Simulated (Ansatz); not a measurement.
# CH5AlFPS: how energies converge with the basis set

The task here is to estimate one member of a computed series from the others.

Computed with Ansatz 0.2.0, Gaussian basis. Level: one geometry, several basis sets.

Plan: PBE0-D4/def2-SVP; ωB97M-V/def2-SVP; PBE0-D4/def2-QZVPP; ωB97M-V/def2-QZVPP; the functionals' def2-TZVPP values are taken from earlier runs.

**The relaxed structure**

The geometry comes from an earlier relaxation with PBE0-D4 in a triple-zeta def2 set; it is a stationary point, not always the lowest conformer.

10 atoms, charge 0, spin multiplicity 1.

Atoms are counted from 1 here; the program's logs count them from 0.

Bond lengths: F1–C2 1.367 Å, C2–Al3 1.983 Å, C2–S4 1.891 Å, C2–H6 1.091 Å, Al3–S4 2.467 Å, Al3–H7 1.585 Å, Al3–H8 1.580 Å, S4–P5 2.119 Å, P5–H9 1.421 Å, P5–H10 1.420 Å. Angles: F1–C2–Al3 121.7°, F1–C2–S4 108.6°, F1–C2–H6 109.1°, Al3–C2–S4 79.1°, Al3–C2–H6 124.4°, S4–C2–H6 106.0°, C2–Al3–S4 48.8°, C2–Al3–H7 116.6°, C2–Al3–H8 117.4°, S4–Al3–H7 108.5°, S4–Al3–H8 109.7°, H7–Al3–H8 125.9°, C2–S4–Al3 52.1°, C2–S4–P5 104.7°, Al3–S4–P5 104.9°, S4–P5–H9 96.8°, S4–P5–H10 97.8°, H9–P5–H10 93.9°.

The first run:

The input, in.yaml:

```yaml
crystal:
  periodic: [false, false, false]
  atoms:
    - {symbol: F, position_ang: [-1.270002, -0.862972, 1.901816]}
    - {symbol: C, position_ang: [-0.347405, -0.356285, 1.029707]}
    - {symbol: Al, position_ang: [0.657783, -1.524116, -0.218157]}
    - {symbol: S, position_ang: [-1.213254, 0.036525, -0.604838]}
    - {symbol: P, position_ang: [-0.300460, 1.825334, -1.280364]}
    - {symbol: H, position_ang: [0.018883, 0.597481, 1.412749]}
    - {symbol: H, position_ang: [1.966901, -0.908900, -0.865858]}
    - {symbol: H, position_ang: [0.153717, -3.011868, -0.385037]}
    - {symbol: H, position_ang: [-0.605795, 2.612889, -0.137148]}
    - {symbol: H, position_ang: [1.022633, 1.540714, -0.850068]}
basis:
  gaussian: {orbitals: def2-SVP}
hamiltonian: {xc: pbe0, dispersion: d4}
output: {orbitals: {seedname: orbitals}}
```

The run is started by

```bash
ansatz run in.yaml --threads 4 --pin off --events-out ev --progress --plain --max-ram 10444MiB
```

Among the steps run: PBE0-D4 in def2-SVP; ωB97M-V in def2-SVP; PBE0-D4 in def2-QZVPP; ωB97M-V in def2-QZVPP.

One of the session's tables, all rows but one given; the rest of the session is left out.

It belongs to the step «Density functionals: the series». 

```
functional       basis  HOMO (eV)
   PBE0-D4    def2-SVP      -7.29
   PBE0-D4  def2-TZVPP      -7.29
   PBE0-D4  def2-QZVPP      -7.31
   ωB97M-V    def2-SVP      -9.38
   ωB97M-V  def2-TZVPP      -9.42
   ωB97M-V  def2-QZVPP          ?
```

Estimate the missing values for ωB97M-V, def2-QZVPP.

The run gave: HOMO (eV): -9.44. In the column «HOMO (eV)» it is the lowest.
